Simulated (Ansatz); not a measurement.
# C2H8ClNSi: the cost of one run

Method: RKS revPBE/STO-3G, in Ansatz 0.2.0.

### 1 The structure to begin with

Bond lengths: C1–N2 1.419 Å, N2–Si3 1.690 Å, Si3–C4 1.790 Å, C4–Cl5 1.809 Å, C1–H6 1.168 Å, C1–H7 1.067 Å, C1–H8 1.080 Å, N2–H9 0.992 Å, Si3–H10 1.495 Å, Si3–H11 1.518 Å, C4–H12 1.148 Å, C4–H13 1.010 Å. Angles (14 of 21 angles, heavy atoms first): C1–N2–Si3 122.5°, N2–Si3–C4 117.1°, Si3–C4–Cl5 110.8°, C1–N2–H9 110.7°, Si3–N2–H9 109.4°, N2–C1–H6 108.0°, N2–C1–H7 114.8°, N2–C1–H8 111.2°, N2–Si3–H10 106.2°, N2–Si3–H11 106.0°, C4–Si3–H10 110.3°, C4–Si3–H11 110.5°, Si3–C4–H12 109.2°, Si3–C4–H13 119.4°.

Structure file:

```xyz
13

C    -1.1202    0.9861    1.1057
N     0.0860    1.1242    0.3711
Si    1.0814   -0.1921    0.0058
C     0.4101   -1.4457   -1.0806
Cl   -0.1882   -0.7083   -2.6199
H    -1.5858    2.0485    1.2391
H    -1.0026    0.5890    2.0895
H    -1.8668    0.4550    0.5345
H    -0.0629    1.6617   -0.4497
H     2.3342    0.3802   -0.5750
H     1.4757   -0.8014    1.3393
H    -0.5267   -1.9006   -0.5980
H     0.9861   -2.2313   -1.3470
```

### 2 Relaxing the start

Input file input.yaml:

```yaml
crystal:
  periodic: [false, false, false]
  atoms:
    - { symbol: C, position_ang: [-1.1202, 0.9861, 1.1057] }
    - { symbol: "N", position_ang: [0.086, 1.1242, 0.3711] }
    - { symbol: Si, position_ang: [1.0814, -0.1921, 0.0058] }
    - { symbol: C, position_ang: [0.4101, -1.4457, -1.0806] }
    - { symbol: Cl, position_ang: [-0.1882, -0.7083, -2.6199] }
    - { symbol: H, position_ang: [-1.5858, 2.0485, 1.2391] }
    - { symbol: H, position_ang: [-1.0026, 0.589, 2.0895] }
    - { symbol: H, position_ang: [-1.8668, 0.455, 0.5345] }
    - { symbol: H, position_ang: [-0.0629, 1.6617, -0.4497] }
    - { symbol: H, position_ang: [2.3342, 0.3802, -0.575] }
    - { symbol: H, position_ang: [1.4757, -0.8014, 1.3393] }
    - { symbol: H, position_ang: [-0.5267, -1.9006, -0.598] }
    - { symbol: H, position_ang: [0.9861, -2.2313, -1.347] }
basis:
  gaussian: { orbitals: STO-3G }
hamiltonian:
  xc: revpbe
relax:
  f_tol: 0.02
  max_steps: 40
scf:
  lower_state_search: "off"
```

On the command line:

```console
> ansatz run input.yaml --threads 1 --pin off --max-ram 2048MiB --backend cpu --events-out ev --progress --plain --runs-dir out
```

**Question.** How long does this run take on 1 thread of Arm Neoverse V1, shared host, and how much memory does it need?

About 26 s, with a peak of 0.14 GiB.
